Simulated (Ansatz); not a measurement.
# AlBrF2H2: the cost of one run

All numbers below are computed with Ansatz 0.2.0 (RKS LDA/def2-mTZVP).

### Step 1. Starting point

Bond lengths: Al1–F3 1.690 Å, Al1–F4 1.690 Å, Al1–Br5 2.710 Å. Angles: F3–Al1–F4 120.0°, F3–Al1–Br5 97.0°, F4–Al1–Br5 101.2°.

As a file:

```xyz
6

Al    0.0000    0.0000    0.0000
H     0.0000    0.0000    1.9100
F     1.4635    0.0000   -0.8450
F    -1.4635    0.0000   -0.8450
Br    0.1133   -2.5693    0.8545
H     0.0424   -0.9624    2.0002
```

### Step 2. Pulling towards end A

Springs on the bonds that form and break draw the guess towards this end; the thresholds are loose.

Input file input.yaml:

```yaml
crystal:
  periodic: [false, false, false]
  atoms:
    - { symbol: Al, position_ang: [0.0, 0.0, 0.0] }
    - { symbol: H, position_ang: [0.0, 0.0, 1.91] }
    - { symbol: F, position_ang: [1.4635, 0.0, -0.845] }
    - { symbol: F, position_ang: [-1.4635, 0.0, -0.845] }
    - { symbol: Br, position_ang: [0.1133, -2.5693, 0.8545] }
    - { symbol: H, position_ang: [0.0424, -0.9624, 2.0002] }
basis:
  gaussian: { orbitals: def2-mTZVP }
hamiltonian:
  xc: lda
relax:
  f_tol: 0.15
  max_steps: 25
  restrain:
    - { distance: [0, 4], at: 3.61, k: 30.0 }
    - { distance: [5, 1], at: 1.86, k: 30.0 }
    - { distance: [0, 1], at: 1.56, k: 30.0 }
    - { distance: [5, 4], at: 1.55, k: 30.0 }
```

Launch:

```console
$ ansatz run input.yaml --threads 2 --pin off --max-ram 3072MiB --backend cpu --events-out ev --progress --plain --runs-dir out
```

Q: Estimate wall time and peak memory on 2 threads of Arm Neoverse V2, shared host.

About 9.8 s, with a peak of 0.13 GiB.
